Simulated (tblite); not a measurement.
# C5H7BF: the cost of one run

The runs use tblite 0.8.0 and PySCF 2.14.0, with density-fitted response routines of our own; the level of theory stands in each step. All values are computed, except where a source is named. Atoms are numbered from 0 throughout.

## Step 1: The molecule as given

14 atoms, charge 0, multiplicity 2; geometry from: force field or distance geometry start.

Bonds of the start (Å): C0–C1 1.52, C1–B2 1.59, B2–C3 1.57, C3–C4 1.46, C4–F5 1.35, C4–C6 1.41, C6–C3 1.39, C0–H7 1.11, C0–H8 1.11, C0–H9 1.10, C1–H10 1.10, B2–H11 1.18, C6–H12 1.10, C6–H13 1.10.

## Step 2: Relaxing the molecule with GFN2-xTB

What the job is given:

```
{"job": {"kind": "relax", "xc": "GFN2-xTB", "basis": "xTB"}, "charge": 0, "multiplicity": 2}
C      1.998500    -0.306400    -0.857000
C      1.666000     0.694000     0.244300
B      0.495000     0.171900     1.190300
C     -0.959700     0.021000     0.609200
C     -2.359400    -0.327300     0.805400
F     -3.387200    -0.738000     1.585400
C     -1.865300     0.089900    -0.449300
H      1.121200    -0.429100    -1.524500
H      2.282100    -1.289500    -0.423600
H      2.838300     0.079200    -1.449400
H      1.401400     1.674500    -0.181800
H      0.688200    -0.043200     2.331100
H     -1.769300    -0.732600    -1.174900
H     -2.150400     1.120100    -0.727200
```

Command:

```console
OMP_NUM_THREADS=1 python probes_run.py task.json out
```

This one command runs all jobs of the session in turn.

**Question.** How long does this first job take on 1 thread of Intel Xeon at 2.50GHz, shared host?

About 1.5 s.
